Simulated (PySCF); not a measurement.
# Ta(NMe)F3: geometry, NMR shifts and electronic excitations

Aim: predict the NMR shifts and electronic excitations of Ta(NMe)F3 (`C[N]=[Ta]([F])([F])[F]`).

The runs use PySCF 2.14.0, with density-fitted response routines of our own; the level of theory stands in each step. All values are computed, except where a source is named. Atoms are numbered from 0 throughout.

## (1) Starting geometry

9 atoms, charge 0, multiplicity 1; geometry from: GFN2-xTB.

Bonds of the start (Å): Ta0–N1 1.79, Ta0–F6 1.89, Ta0–F7 1.89, Ta0–F8 1.89, N1–C2 1.41, C2–H3 1.09, C2–H4 1.09, C2–H5 1.09.

## (2) Geometry optimisation at PBE0-D3(BJ)/def2-SVP

Job settings and geometry (Å):

```
{"job": {"xc": "PBE0", "basis": "def2-SVP", "d3": "d3bj", "grid": 1, "maxiter": 40, "kind": "geom"}, "charge": 0, "multiplicity": 1}
Ta     0.007330     0.008340    -1.539800
N     -0.001870    -0.001460     0.247710
C     -0.007690    -0.008810     1.661070
H      0.376950     0.940580     2.046670
H     -1.026280    -0.151800     2.035500
H      0.621440    -0.821000     2.038640
F      1.790100     0.017610    -2.155210
F     -0.885750     1.549640    -2.159220
F     -0.874230    -1.533100    -2.175360
```

Log:

```text
step   0  E = -450.74338416  max force = 0.035003
step   1  E = -450.74447032  max force = 0.031116
step   2  E = -450.74528075  max force = 0.001612
step   3  E = -450.74535005  max force = 0.000928
step   4  E = -450.74536924  max force = 0.000407
step   5  E = -450.74539984  max force = 0.000501
step   6  E = -450.74525953  max force = 0.003543
step   7  E = -450.74542030  max force = 0.003096
step   8  E = -450.74566179  max force = 0.001655
step   9  E = -450.74568588  max force = 0.000529
step  10  E = -450.74568713  max force = 0.000315
optimisation converged
```

It took 87 s on 1 thread, shared host.

Relaxation path: (the energy doesn't fall at every step)

| step | energy from step 0 (eV) | largest force component (eV/Å) |
| --- | --- | --- |
| 0 | 0.0000 | 1.7999 |
| 1 | -0.0296 | 1.6000 |
| 2 | -0.0516 | 0.0829 |
| 3 | -0.0535 | 0.0477 |
| 4 | -0.0540 | 0.0209 |
| 5 | -0.0548 | 0.0258 |
| 6 | -0.0510 | 0.1822 |
| 7 | -0.0554 | 0.1592 |
| 8 | -0.0620 | 0.0851 |
| 9 | -0.0626 | 0.0272 |
| 10 | -0.0627 | 0.0162 |

Close pairs (by a distance rule), those that changed most:

| bond | before (Å) | after (Å) | change (Å) |
| --- | --- | --- | --- |
| Ta0–N1 | 1.788 | 1.754 | -0.033 |
| C2–H3 | 1.095 | 1.103 | +0.009 |
| C2–H4 | 1.095 | 1.104 | +0.009 |
| C2–H5 | 1.095 | 1.103 | +0.009 |
| N1–C2 | 1.413 | 1.419 | +0.005 |
| Ta0–F8 | 1.886 | 1.887 | +0.001 |
| Ta0–F7 | 1.886 | 1.887 | +0.001 |
| Ta0–F6 | 1.886 | 1.887 | +0.001 |

The end geometry stands in the next job.

| at the end point | value |
| --- | --- |
| point group (found at 0.08 Å tolerance) | C3 |
| rotational constants (GHz, main isotopes) | 2.676, 1.645, 1.641 |
| dipole moment (D) | 1.38 |

## (3) Shielding tensors: PBE0/def2-TZVP+pcSseg-1

Job settings and geometry (Å):

```
{"job": {"kind": "nmr", "xc": "PBE0", "basis": {"default": "pcSseg-1", "Ta": "def2-TZVP"}}, "charge": 0, "multiplicity": 1}
Ta     0.261509     0.014709    -1.532483
N     -0.040238    -0.005271     0.195610
C     -0.274853    -0.016022     1.594729
H      0.013182     0.944762     2.054747
H     -1.341642    -0.188430     1.818588
H      0.305050    -0.813260     2.090389
F      2.133712     0.022714    -1.765088
F     -0.532034     1.586371    -2.211135
F     -0.524686    -1.545571    -2.245357
```

With the program's defaults for keys left out, this is: GIAO PBE0/pcSseg-1 Ta:def2-TZVP NMR shielding, scalar relativity only through core potentials, gas phase.

Log:

```text
coarse grid: 42496 points
cycle   1  E = -450.8846403336  dE = -2.001e+01  |g| = 9.044e-01  |ddm| = 8.682e+00
cycle   2  E = -450.8171838896  dE =  6.746e-02  |g| = 1.183e+00  |ddm| = 1.235e+00
cycle   3  E = -451.0217300271  dE = -2.045e-01  |g| = 2.399e-01  |ddm| = 6.601e-01
cycle   4  E = -451.0322956790  dE = -1.057e-02  |g| = 7.707e-02  |ddm| = 1.969e-01
cycle   5  E = -451.0326034855  dE = -3.078e-04  |g| = 6.292e-02  |ddm| = 6.363e-02
cycle   6  E = -451.0334671385  dE = -8.637e-04  |g| = 9.989e-03  |ddm| = 4.132e-02
cycle   7  E = -451.0334902217  dE = -2.308e-05  |g| = 1.263e-03  |ddm| = 6.390e-03
cycle   8  E = -451.0334905828  dE = -3.611e-07  |g| = 3.207e-04  |ddm| = 9.515e-04
final grid: 88688 points
cycle   9  E = -451.0333308205  dE = -1.539e-07  |g| = 8.067e-04  |ddm| = 1.054e-03
cycle  10  E = -451.0333298244  dE =  9.961e-07  |g| = 2.257e-03  |ddm| = 1.732e-03
cycle  11  E = -451.0333309693  dE = -1.145e-06  |g| = 5.435e-05  |ddm| = 1.260e-03
cycle  12  E = -451.0333309697  dE = -4.517e-10  |g| = 3.116e-05  |ddm| = 5.032e-05
converged SCF energy = -451.0333309697

GIAO shielding tensors (ppm)
atom      isotropic    diamagn.    paramagn.     s11        s22        s33       span
  0 Ta         nan         nan         nan        nan        nan        nan        nan
  1 N      -77.539     324.549    -402.088   -204.475   -202.804    174.661    379.135
  2 C      135.086     244.579    -109.493    109.193    109.318    186.747     77.554
  3 H       27.919      27.454       0.465     24.879     26.630     32.247      7.367
  4 H       27.941      27.426       0.514     24.895     26.626     32.302      7.407
  5 H       27.928      27.446       0.483     24.888     26.628     32.269      7.381
  6 F      104.767     470.627    -365.860   -179.176    201.088    292.391    471.567
  7 F      104.602     470.625    -366.023   -179.719    201.771    291.754    471.473
  8 F      104.510     470.616    -366.106   -180.070    202.617    290.983    471.053
```

Run time: 13 s. Hardware: 1 thread, shared host.

The references, computed at this level on geometries of the same kind, shield at (ppm): ¹H TMS 31.27, ¹³C TMS 184.4, ¹⁹F CFCl3 177.2, ¹⁵N NH3 265.7. Their shielding less the atom's gives the shift. The references are single molecules in the gas phase, so shifts against H2O, NH3, PH3, H3PO4 or CFCl3 are not on the usual liquid scales and can be off by tens of ppm. Atoms listed in one row are averaged.

| atoms | environment | σ (ppm) | δ (ppm) |
| --- | --- | --- | --- |
| C2 | carbon bonded to N, 3 H | 135.1 | 49.3 |
| H3, H4, H5 | hydrogen on a carbon bonded to N | 27.93 | 3.34 |
| N1 | nitrogen bonded to C, Ta | -77.5 | 343.2 |
| F6, F7, F8 | fluorine bonded to Ta | 104.6 | 72.6 |

Atoms past Kr carry core potentials, so their printed shieldings have no meaning and are left out of the table.

Charges from the same density, by scheme (e):

| atoms | Mulliken | ESP fit |
| --- | --- | --- |
| Ta0 | 1.43 | 1.68 |
| N1 | -0.55 | -0.63 |
| C2 | -0.07 | -0.22 |
| F6, F7, F8 | -0.39 | -0.41 |

Mayer bond orders: Ta0–N1 2.21, Ta0–F6 0.99, Ta0–F7 0.99, Ta0–F8 0.99, N1–C2 0.96.

With diffuse functions Mulliken charges and Mayer bond orders lose their meaning; the other schemes are steadier.

## (4) Ultraviolet spectrum: B3LYP/def2-SVPD

Same as in step 3 but for these lines:

```diff
@@ -1,2 +1,2 @@
-{"job": {"kind": "nmr", "xc": "PBE0", "basis": {"default": "pcSseg-1", "Ta": "def2-TZVP"}}, "charge": 0, "multiplicity": 1}
+{"job": {"kind": "uv", "xc": "B3LYP", "basis": "def2-SVPD", "ip": true, "nstates": 10}, "charge": 0, "multiplicity": 1}
 Ta     0.261509     0.014709    -1.532483
```

With the program's defaults for keys left out, this is: TDDFT B3LYP/def2-SVPD, vertical, gas phase, core orbitals frozen in the response.

Log:

```text
coarse grid: 42496 points
cycle   1  E = -450.8713605018  dE = -1.261e+01  |g| = 1.134e+00  |ddm| = 8.852e+00
cycle   2  E = -450.5921599895  dE =  2.792e-01  |g| = 1.566e+00  |ddm| = 2.840e+00
cycle   3  E = -451.1516517570  dE = -5.595e-01  |g| = 4.745e-01  |ddm| = 1.627e+00
cycle   4  E = -451.1952010870  dE = -4.355e-02  |g| = 1.758e-01  |ddm| = 4.925e-01
cycle   5  E = -451.2007517129  dE = -5.551e-03  |g| = 7.738e-02  |ddm| = 1.912e-01
cycle   6  E = -451.2019077047  dE = -1.156e-03  |g| = 2.156e-02  |ddm| = 7.130e-02
cycle   7  E = -451.2019917132  dE = -8.401e-05  |g| = 3.694e-03  |ddm| = 1.771e-02
cycle   8  E = -451.2019950352  dE = -3.322e-06  |g| = 1.061e-03  |ddm| = 4.262e-03
final grid: 88688 points
cycle   9  E = -451.2017733960  dE =  1.496e-06  |g| = 2.931e-03  |ddm| = 5.175e-03
cycle  10  E = -451.2017571266  dE =  1.627e-05  |g| = 8.920e-03  |ddm| = 9.751e-03
cycle  11  E = -451.2017753723  dE = -1.825e-05  |g| = 4.075e-04  |ddm| = 7.150e-03
cycle  12  E = -451.2017754040  dE = -3.174e-08  |g| = 6.885e-05  |ddm| = 3.436e-04
cycle  13  E = -451.2017754049  dE = -9.014e-10  |g| = 1.555e-05  |ddm| = 8.723e-05
converged SCF energy = -451.2017754049

Static polarisability (au): isotropic 60.046, principal 50.144 50.210 79.783

Singlet excitations
state   eV       nm        f      main configurations
  1   4.9121    252.4   0.00000   H->L 0.50, H-1->L+1 0.47
  2   5.1201    242.2   0.00178   H-1->L+1 0.49, H->L 0.46
  3   5.1241    242.0   0.00218   H->L+1 0.49, H-1->L 0.46
  4   5.3281    232.7   0.02511   H-1->L 0.44, H->L+1 0.40
  5   5.6863    218.0   0.01309   H->L+2 0.81, H-1->L+2 0.14
  6   5.6865    218.0   0.01272   H-1->L+2 0.81, H->L+2 0.14
  7   6.3163    196.3   0.00054   H->L+3 0.94
  8   6.3197    196.2   0.00056   H-1->L+3 0.94
  9   6.3477    195.3   0.00001   H->L+5 0.49, H-1->L+4 0.49
 10   6.5700    188.7   0.00071   H-1->L+5 0.39, H->L+4 0.39, H->L+5 0.10

Triplet excitations (Tamm-Dancoff, eV): 4.4582 4.6594 4.6634 4.8460
Vertical ionisation energy (delta-SCF) = 10.0501 eV
```

Run time: 93 s. Hardware: 1 thread, shared host.

Frontier orbitals and where they lie:

| orbital | eV | atoms |
| --- | --- | --- |
| HOMO−3 | -11.86 | F8 33 %, F6 32 %, F7 32 % |
| HOMO−2 | -11.66 | N1 22 %, F6 17 %, F7 17 % |
| HOMO−1 | -7.77 | N1 49 %, Ta0 21 %, C2 12 % |
| HOMO | -7.76 | N1 49 %, Ta0 21 %, C2 12 % |
| LUMO | -1.34 | Ta0 65 %, F7 11 %, F8 10 % |
| LUMO+1 | -1.34 | Ta0 66 %, F6 12 %, F8 7 % |
| LUMO+2 | -0.95 | Ta0 62 %, F8 7 %, F7 7 % |

With each of the 10 states as a Gaussian band of 0.4 eV half-width at 1/e, the curve within the window shown has maxima at 226 nm (ε 1,800) L/(mol cm). Beyond the last state computed it falls off for lack of states. The curve at chosen wavelengths:

(nm, ε (L/mol/cm)): (180, 23), (184, 43), (189, 72), (193, 108), (197, 182), (201, 329), (206, 642), (210, 965), (214, 1289), (219, 1601), (223, 1731), (227, 1746), (231, 1655), (236, 1424), (240, 1184), (244, 930), (248, 691), (253, 444), (257, 295), (261, 187), (266, 101), (270, 59), (274, 33), (278, 18), (283, 8), (287, 4)

Ground-state properties from the same run:

| property | computed |
| --- | --- |
| dipole moment (D) | 1.42 |
| polarisability (Å³) | 8.90 |
| HOMO–LUMO gap (eV) | 6.42 |
| −ε(HOMO) (eV) | 7.76 |

## (5) Nuclear shieldings: KT2/def2-TZVP+pcSseg-1

Same as in step 4 but for these lines:

```diff
@@ -1,2 +1,2 @@
-{"job": {"kind": "uv", "xc": "B3LYP", "basis": "def2-SVPD", "ip": true, "nstates": 10}, "charge": 0, "multiplicity": 1}
+{"job": {"kind": "nmr", "xc": "KT2", "basis": {"default": "pcSseg-1", "Ta": "def2-TZVP"}, "pop": false}, "charge": 0, "multiplicity": 1}
 Ta     0.261509     0.014709    -1.532483
```

Method: GIAO KT2/pcSseg-1 Ta:def2-TZVP NMR shielding, scalar relativity only through core potentials, gas phase.

Log:

```text
coarse grid: 42496 points
cycle   1  E = -456.8065513694  dE = -1.957e+01  |g| = 1.233e+00  |ddm| = 8.722e+00
cycle   2  E = -456.3061517895  dE =  5.004e-01  |g| = 1.973e+00  |ddm| = 2.260e+00
cycle   3  E = -456.9952145127  dE = -6.891e-01  |g| = 6.907e-01  |ddm| = 1.625e+00
cycle   4  E = -457.0852944809  dE = -9.008e-02  |g| = 2.734e-01  |ddm| = 5.542e-01
cycle   5  E = -457.0865081365  dE = -1.214e-03  |g| = 2.647e-01  |ddm| = 2.794e-01
cycle   6  E = -457.1017147535  dE = -1.521e-02  |g| = 2.747e-02  |ddm| = 1.581e-01
cycle   7  E = -457.1018743540  dE = -1.596e-04  |g| = 7.606e-03  |ddm| = 2.047e-02
cycle   8  E = -457.1018890284  dE = -1.467e-05  |g| = 7.826e-04  |ddm| = 5.348e-03
cycle   9  E = -457.1018891782  dE = -1.499e-07  |g| = 1.976e-04  |ddm| = 7.518e-04
final grid: 88688 points
cycle  10  E = -457.1015691442  dE = -7.887e-07  |g| = 8.314e-04  |ddm| = 1.835e-03
cycle  11  E = -457.1015673435  dE =  1.801e-06  |g| = 2.919e-03  |ddm| = 2.118e-03
cycle  12  E = -457.1015692571  dE = -1.914e-06  |g| = 3.913e-04  |ddm| = 1.804e-03
cycle  13  E = -457.1015692838  dE = -2.673e-08  |g| = 1.495e-04  |ddm| = 2.560e-04
cycle  14  E = -457.1015692877  dE = -3.839e-09  |g| = 1.735e-05  |ddm| = 8.439e-05
cycle  15  E = -457.1015692877  dE = -6.253e-11  |g| = 4.553e-06  |ddm| = 1.580e-05
converged SCF energy = -457.1015692877

GIAO shielding tensors (ppm)
atom      isotropic    diamagn.    paramagn.     s11        s22        s33       span
  0 Ta         nan         nan         nan        nan        nan        nan        nan
  1 N      -56.761     324.021    -380.782   -170.080   -168.601    168.399    338.479
  2 C      132.725     246.837    -114.113    106.098    106.218    185.858     79.760
  3 H       27.643      27.808      -0.165     24.711     26.312     31.907      7.197
  4 H       27.664      27.777      -0.113     24.727     26.309     31.956      7.229
  5 H       27.653      27.799      -0.146     24.720     26.311     31.928      7.208
  6 F       73.301     471.797    -398.496   -219.066    185.695    253.275    472.340
  7 F       73.032     471.796    -398.764   -219.815    186.310    252.601    472.415
  8 F       72.902     471.786    -398.885   -220.220    187.172    251.753    471.973
```

Run time: 19 s. Hardware: 1 thread, shared host.

In short: δ C2 50.5, N1 321.1, F6 65.5, H3 3.53 ppm (means over like atoms).

## (6) Comparing the runs: NMR shifts

Shifts (ppm), means over like atoms, with basis size and wall time:

| run | C2 | H3 | N1 | F6 | functions | time |
| --- | --- | --- | --- | --- | --- | --- |
| PBE0/def2-TZVP+pcSseg-1 | 49.3 | 3.34 | 343.2 | 72.6 | 140 | 13 s |
| KT2/def2-TZVP+pcSseg-1 | 50.5 | 3.53 | 321.1 | 65.5 | 140 | 19 s |

## (7) Summary of results

| quantity | value |
| --- | --- |
| point group | C3 |
| rotational constants (main isotopes) | 2.68, 1.65, 1.64 GHz |
| ¹³C shifts against TMS (PBE0/def2-TZVP+pcSseg-1) | 49.3 ppm |
| ¹H shifts against TMS (PBE0/def2-TZVP+pcSseg-1, means over atoms taken as alike) | 3.34 ppm |
| ¹⁵N shifts against NH3 (PBE0/def2-TZVP+pcSseg-1) | 343.2 ppm |
| ¹⁹F shifts against CFCl3 (PBE0/def2-TZVP+pcSseg-1, means over atoms taken as alike) | 72.6 ppm |
| lowest singlet (B3LYP/def2-SVPD) | 4.91 eV (252 nm), f = 0.000 |
| brightest single state of those computed | state 4, 5.33 eV, f = 0.025 |
| lowest triplet | 4.46 eV |
| vertical ionisation energy (ΔSCF) | 10.05 eV |
| range of the shift of N1 | 321.1 to 343.2 ppm |

What this shows: Relaxing lowered the energy by 0.063 eV in 10 steps; the close pair that moved most is Ta0–N1, from 1.788 to 1.754 Å. At PBE0/def2-TZVP+pcSseg-1: Shielding is most anisotropic at F6, F7, F8 (span 471 ppm, paramagnetic term -366 ppm). The lowest singlet, at 4.91 eV, is HOMO→LUMO 0.50, HOMO−1→LUMO+1 0.47 and is dark; of the 10 states computed, the strongest absorption comes from states 5 to 6 together at 5.69 eV. The lowest triplet lies 0.45 eV below the lowest singlet (triplets in Tamm-Dancoff, singlets in full TDDFT). Spin-orbit coupling, left out, mixes singlets and triplets in elements this heavy. ΔSCF puts the ionisation energy at 10.05 eV, 2.29 eV above −ε(HOMO). In ppm, N1 moves most: its shift spreads over 22.1 ppm, from 321.1 (KT2/def2-TZVP+pcSseg-1) to 343.2 (PBE0/def2-TZVP+pcSseg-1). Spin-orbit coupling is left out, which matters for shieldings and couplings at and beside the heavy atoms.
